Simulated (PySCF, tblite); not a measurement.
# C6H5FSi: geometry, infrared bands and NMR shifts

Aim: predict the infrared bands and NMR shifts of C6H5FSi (`C#C[Si@@H]1C=CC=C1F`).

Computed with tblite 0.8.0 and PySCF 2.14.0, with density-fitted response routines of our own, on a single molecule in the gas phase. Atoms count from 0, in the outputs and in this text.

### Step 1. The starting structure

13 atoms, charge 0, multiplicity 1; geometry from: force field or distance geometry start.

Bonds of the start (Å): C0–C1 1.20, C1–Si2 1.79, Si2–C3 1.85, C3–C4 1.30, C4–C5 1.42, C5–C6 1.32, C6–F7 1.35, C6–Si2 1.86, C0–H8 1.06, Si2–H9 1.46, C3–H10 1.08, C4–H11 1.12, C5–H12 1.11.

### Step 2. Geometry optimisation with GFN2-xTB

Job settings and geometry (Å):

```
{"job": {"kind": "relax", "xc": "GFN2-xTB", "basis": "xTB"}, "charge": 0, "multiplicity": 1}
C      3.060200    -0.814100    -0.482800
C      1.999900    -0.552900     0.024100
Si     0.452200    -0.168300     0.831000
C     -0.976600    -1.136200     0.154100
C     -1.772500    -0.280800    -0.414500
C     -1.402200     1.084900    -0.415000
C     -0.272500     1.418000     0.177500
F      0.257000     2.659200     0.299700
H      3.992700    -1.037700    -0.939700
H      0.510800    -0.209100     2.287200
H     -1.115600    -2.202800     0.241100
H     -2.714500    -0.643800    -0.903500
H     -2.023300     1.883800    -0.876900
```

On the command line:

```console
$ OMP_NUM_THREADS=1 python probes_run.py task.json out
```

The driver reads the jobs from task.json and runs them one after another.

**Question.** This job is followed by: GFN2-xTB harmonic vibrations, gas phase; GIAO PBE0/pcSseg-1 NMR shielding, non-relativistic, gas phase. What will the session give for the following? strongest single infrared mode (GFN2-xTB); zero-point energy (GFN2-xTB); ¹³C shifts against TMS (PBE0/pcSseg-1); ¹H shifts against TMS (PBE0/pcSseg-1); ²⁹Si shifts against TMS (PBE0/pcSseg-1); ¹⁹F shifts against CFCl3 (PBE0/pcSseg-1).

**Answer**, as computed:

| quantity | value |
| --- | --- |
| strongest single infrared mode (GFN2-xTB) | 2262 cm⁻¹, 311 km/mol |
| zero-point energy (GFN2-xTB) | 51.9 kcal/mol |
| ¹³C shifts against TMS (PBE0/pcSseg-1) | 187.8, 155.3, 130.6, 122.1, 105.5, 82.1 ppm |
| ¹H shifts against TMS (PBE0/pcSseg-1) | 7.06, 6.40, 5.53, 4.87, 1.97 ppm |
| ²⁹Si shifts against TMS (PBE0/pcSseg-1) | -64.2 ppm |
| ¹⁹F shifts against CFCl3 (PBE0/pcSseg-1) | -119.6 ppm |

The optimisation took 31 steps and gained 0.327 eV; among the close pairs (by a distance rule), C1–Si2 changed most, from 1.787 to 1.847 Å. No mode is imaginary among the 33: a minimum at this level. The strongest single mode, at 2262 cm⁻¹, moves mainly H9. GFN2-xTB is a fitted tight-binding method: band positions and strengths are rough. Its intensities can rank the bands wrongly.
